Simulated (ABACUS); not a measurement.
**HPbNO4 in ABACUS: the effect of functional**

The system is HPbNO4.

```
H Pb N O
1.0
     4.89148    0.00000    0.00000
     0.00000    5.55963    0.00000
     0.00000    0.00000    7.19485
H Pb N O
2 2 2 8
Direct
  0.00000 0.50000 0.19317
  0.50000 0.00000 0.80683
  0.50000 0.50000 0.95257
  0.00000 0.00000 0.04743
  0.00000 0.00000 0.63654
  0.50000 0.50000 0.36346
  0.00000 0.50000 0.05860
  0.50000 0.00000 0.94140
  0.00000 0.19569 0.72995
  0.00000 0.80431 0.72995
  0.00000 0.00000 0.46750
  0.50000 0.69569 0.27005
  0.50000 0.30431 0.27005
  0.50000 0.50000 0.53250
```

The cell was built by a generator and needn't be a form met in nature.

The cell isn't the ideal one: volume scaled by 0.98.

Alike in all runs:

| Quantity | Value |
| --- | --- |
| Program | ABACUS 3.10.1 |
| Task | equation of state |
| Potentials or basis | SG15 ONCV 1.2 PBE |
| Cutoff | 1361 eV |
| Density cutoff | 5442 eV |
| Basis | DZP LCAO (the cutoffs set its grid) |
| k mesh | 4 × 4 × 3 |
| Occupations | fermi-dirac, width 0.05 eV |
| Spin | no spin polarisation |

```tsv
functional	gap on the mesh (eV)	pressure (GPa)	largest force (eV/Å)
LDA	2.54	1.8	2.47
PBEsol	2.63	3.6	2.34
SOGGA	2.60	3.2	2.22
WC	2.65	3.8	2.32
r2SCAN	?	?	?
```

Problem. What does the run with functional r2SCAN give?

Solution. gap on the mesh 3.10 eV; pressure 2.3 GPa; largest force 2.09 eV/Å.

Caveats: the atomic orbitals were generated for these runs and aren't a published set; the potentials were made for another functional, which shifts forces and pressure; spin-orbit coupling is left out, which as a rule narrows the gap of such compounds by several tenths of an eV; an odd mesh through Γ misses points on the zone boundary, where band edges often lie; the basis of atomic orbitals isn't converged, which shifts pressures, moduli and gaps.

Runs at the PBE level aren't shown here.
